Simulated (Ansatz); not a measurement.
# F2H2NNbS: how energies converge with the basis set

An exercise on one series of results from a longer session: the logs are not shown, and one member is left open.

The runs use Ansatz 0.2.0, Gaussian basis; one geometry, several basis sets.

Plan: PBE0-D4/def2-SVP; ωB97M-V/def2-SVP; PBE0-D4/def2-QZVPP; ωB97M-V/def2-QZVPP; the functionals' def2-TZVPP values are taken from earlier runs.

### The geometry

An earlier PBE0-D4 in a triple-zeta def2 set relaxation fixed the geometry. Nb takes the def2 core potential; no spin-orbit term is included.

SMILES `[NH2][Nb]([F])([F])=[S]`, 7 atoms, charge 0, spin multiplicity 1.

Atoms are counted from 1 here; the program's logs count them from 0.

Bond lengths: N1–Nb2 1.938 Å, N1–H6 1.009 Å, N1–H7 1.013 Å, Nb2–F3 1.864 Å, Nb2–F4 1.864 Å, Nb2–S5 2.135 Å. Angles: Nb2–N1–H6 126.9°, Nb2–N1–H7 122.1°, H6–N1–H7 111.0°, N1–Nb2–F3 109.8°, N1–Nb2–F4 109.8°, N1–Nb2–S5 104.9°, F3–Nb2–F4 109.6°, F3–Nb2–S5 111.4°, F4–Nb2–S5 111.4°.

The first run:

Input file in.yaml:

```yaml
crystal:
  periodic: [false, false, false]
  atoms:
    - {symbol: N, position_ang: [-0.822676, 0.606705, 0.606748]}
    - {symbol: Nb, position_ang: [0.499500, -0.438217, -0.350587]}
    - {symbol: F, position_ang: [1.704721, -1.188104, 0.857231]}
    - {symbol: F, position_ang: [-0.344809, -1.791382, -1.314838]}
    - {symbol: S, position_ang: [1.464779, 0.954978, -1.648205]}
    - {symbol: H, position_ang: [-1.004585, 1.593661, 0.504314]}
    - {symbol: H, position_ang: [-1.435730, 0.194560, 1.299638]}
basis:
  gaussian: {orbitals: def2-SVP}
hamiltonian: {xc: pbe0, dispersion: d4}
output: {orbitals: {seedname: orbitals}}
```

Steps of the session up to this table: PBE0-D4 in def2-SVP; ωB97M-V in def2-SVP; PBE0-D4 in def2-QZVPP; ωB97M-V in def2-QZVPP.

One of the session's tables, all rows but one given; the rest of the session is left out.

It belongs to the step «Functionals by basis». 

```
functional       basis  HOMO (eV)  LUMO (eV)
   PBE0-D4    def2-SVP      -7.98      -2.34
   PBE0-D4  def2-TZVPP      -8.01      -2.40
   PBE0-D4  def2-QZVPP          ?          ?
   ωB97M-V    def2-SVP     -10.07      -0.20
   ωB97M-V  def2-TZVPP     -10.12      -0.30
   ωB97M-V  def2-QZVPP     -10.15      -0.34
```

Estimate the missing values for PBE0-D4, def2-QZVPP.

The run gave: HOMO (eV): -8.02; LUMO (eV): -2.41. In the column «HOMO (eV)» it lies between ωB97M-V, def2-SVP (-10.07) and PBE0-D4, def2-TZVPP (-8.01).
